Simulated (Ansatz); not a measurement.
**Cs: strong compression**

How does Cs (hcp type) answer strong compression? Methods of the runs shown: PAW.

Method: DFT PBEsol, with the methods named in each step, in Ansatz 0.2.0.

2 further runs of the same task are left out: 2 that didn't finish. Runs told in other sessions of the task aren't counted.

## Step 1: Starting point

Symmetry: P6_3/mmc, No. 194, hexagonal system. The conventional cell has a = 5.400 Å, b = 5.400 Å, c = 8.748 Å, α = 90.00°, β = 90.00°, γ = 120.00°.

As a file:

```cif
data_structure
_symmetry_space_group_name_H-M 'P 1'
_symmetry_Int_Tables_number 1
_cell_length_a 5.3998
_cell_length_b 5.3998
_cell_length_c 8.7477
_cell_angle_alpha 90.000
_cell_angle_beta 90.000
_cell_angle_gamma 120.000
_cell_volume 220.90
loop_
_atom_site_label
_atom_site_type_symbol
_atom_site_fract_x
_atom_site_fract_y
_atom_site_fract_z
_atom_site_occupancy
Cs1 Cs 0.33333 0.66667 0.25000 1
Cs2 Cs 0.66667 0.33333 0.75000 1
```

Whether this phase is the stable one at these pressures isn't tested.

Atoms are numbered in the order of the input: Cs1, Cs2.

## Step 2: Cell relaxed at zero pressure, PAW

The input, input.yaml:

```yaml
crystal:
  lattice:
    - [5.3998380542, 0.0, 0.0]
    - [-2.6999190271, 4.6763969313, 0.0]
    - [0.0, 0.0, 8.7477376479]
  atoms:
    - { symbol: Cs, position: [0.3333333333, 0.6666666667, 0.25] }
    - { symbol: Cs, position: [0.6666666667, 0.3333333333, 0.75] }
kpoints:
  mp_grid: { grid: [8, 8, 5] }
scf:
  occupations: { method: fermi_dirac, width: 0.08 }
hamiltonian:
  xc: pbesol
  pseudopotentials: { kind: paw }
output:
  forces: true
  stress: true
relax:
  f_tol: 0.005
  max_steps: 40
  cell: {}
```

Started as:

```console
ansatz run input.yaml --threads 1 --pin off --max-ram 2048MiB --backend cpu --events-out ev --progress --plain --runs-dir out
```

Further steps of the session: Volume scaled by 1, PAW; Shape and atoms relaxed at 0.92 of the volume, PAW; Volume scaled by 0.92, PAW; Shape and atoms relaxed at 0.84 of the volume, PAW; Volume scaled by 0.84, PAW; Shape and atoms relaxed at 0.76 of the volume, PAW; Volume scaled by 0.76, PAW; Shape and atoms relaxed at 0.68 of the volume, PAW; Volume scaled by 0.68, PAW; Shape and atoms relaxed at 0.6 of the volume, PAW; Volume scaled by 0.6, PAW; Volume scaled by 0.6, PAW (cutoff 300 eV); Shape and atoms relaxed at 0.52 of the volume, PAW; Volume scaled by 0.52, PAW; Shape and atoms relaxed at 0.45 of the volume, PAW; Volume scaled by 0.45, PAW; Volume scaled by 0.45, PAW (level accurate).

**Question.** What will these runs give? Wanted: PAW pressure at 0.45 of the volume; PAW; fitted bulk modulus at zero pressure.

**Answer**, as computed:

| quantity | value |
| --- | --- |
| PAW pressure at 0.45 of the volume | 4.0 GPa |
| PAW (level accurate) pressure at 0.45 of the volume | 4.0 GPa |
| fitted bulk modulus at zero pressure (PAW) | 2.0 GPa |
| its pressure derivative | 3.07 |

By PAW the pressure climbs to 4.0 GPa at 0.45 of the first volume. One third-order Birch-Murnaghan curve follows these points (B₀ = 2.0 GPa, B′ = 3.07, misfit at most 0.01 GPa). A fit over so wide a range leans to the high pressures, so B₀ can be off by several per cent. No all-electron run checks these rows here, and frozen cores can fail under such compression. The ions are at rest, and the electrons smeared by 0.08 eV. Spin-orbit coupling is left out, though the cell holds Cs; in elements this heavy it can shift bands and gaps by tenths of an eV.
